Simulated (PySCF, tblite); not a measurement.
# C3H9OSi radical: geometry, infrared bands and EPR parameters

Aim: predict the infrared bands and EPR parameters of C3H9OSi radical (`[CH2]C[SiH2]OC`).

The runs use tblite 0.8.0 and PySCF 2.14.0, with density-fitted response routines of our own; the level of theory stands in each step. All values are computed, except where a source is named. Atoms count from 0, in the outputs and in this text.

### Step 1. The molecule as given

14 atoms, charge 0, multiplicity 2; geometry from: force field or distance geometry start.

Bonds of the start (Å): C0–C1 1.52, C1–Si2 1.85, Si2–O3 1.70, O3–C4 1.40, C0–H5 1.13, C0–H6 1.12, C1–H7 1.10, C1–H8 1.11, Si2–H9 1.48, Si2–H10 1.45, C4–H11 1.11, C4–H12 1.09, C4–H13 1.13.

### Step 2. Optimising the geometry with GFN2-xTB

Job settings and geometry (Å):

```
{"job": {"kind": "relax", "xc": "GFN2-xTB", "basis": "xTB"}, "charge": 0, "multiplicity": 2}
C     -2.166600    -0.500500     0.322700
C     -1.573800     0.545300    -0.612400
Si     0.227400     0.861100    -0.305800
O      1.167900    -0.549000    -0.256500
C      2.378200    -0.237100     0.364800
H     -3.263300    -0.533300     0.037500
H     -2.175000    -0.078200     1.358500
H     -1.791100     0.288100    -1.663600
H     -2.115700     1.487500    -0.401300
H      0.716500     1.684600    -1.430900
H      0.513900     1.623800     0.897300
H      2.128500     0.423600     1.216500
H      2.908800    -1.104600     0.766700
H      3.043500     0.368100    -0.315700
```

The run is started by

```sh
OMP_NUM_THREADS=1 python probes_run.py task.json out
```

One launch serves the whole session: the jobs run in the order shown.

**Question.** This job is followed by: GFN2-xTB harmonic vibrations, gas phase; UKS B3LYP, pcH-1 on C H O Si, non-relativistic, mean-field spin-orbit, GIAO. What will the session give for the following? strongest single infrared mode (GFN2-xTB); zero-point energy (GFN2-xTB); g(iso) (B3LYP); ⟨S²⟩; largest a(iso) (averaged by class); potential on the surface of density 0.002 e/bohr³, 1st and 99th percentile.

As calculated:

| quantity | value |
| --- | --- |
| strongest single infrared mode (GFN2-xTB) | 2194 cm⁻¹, 435 km/mol |
| zero-point energy (GFN2-xTB) | 67.5 kcal/mol |
| g(iso) (B3LYP) | 2.00261 |
| ⟨S²⟩ | 0.754 (exact 0.75) |
| largest a(iso) (averaged by class) | 29Si on Si2, -158.2 MHz |
| potential on the surface of density 0.002 e/bohr³, 1st and 99th percentile | -1.15 V and 1.14 V |

In words: Over 125 steps the energy fell by 1.224 eV; of the close pairs, Si2–O3 changed most, 1.696 to 1.619 Å. No mode is imaginary among the 36: a minimum at this level. The strongest single mode, at 2194 cm⁻¹, moves mainly H9. Unscaled tight-binding wavenumbers are off by several per cent, some by more. Its intensities can rank the bands wrongly. C0 carries the largest spin population, 1.02 e. The isotropic g lies 0.3 ppt above the free-electron value. These values are for one conformer; the search (at its own cheap level) found 2 more, at 0.01, 1.07 kcal/mol (those within 0.05 may be mirror or relabelled copies), and measured spectra average over such forms.
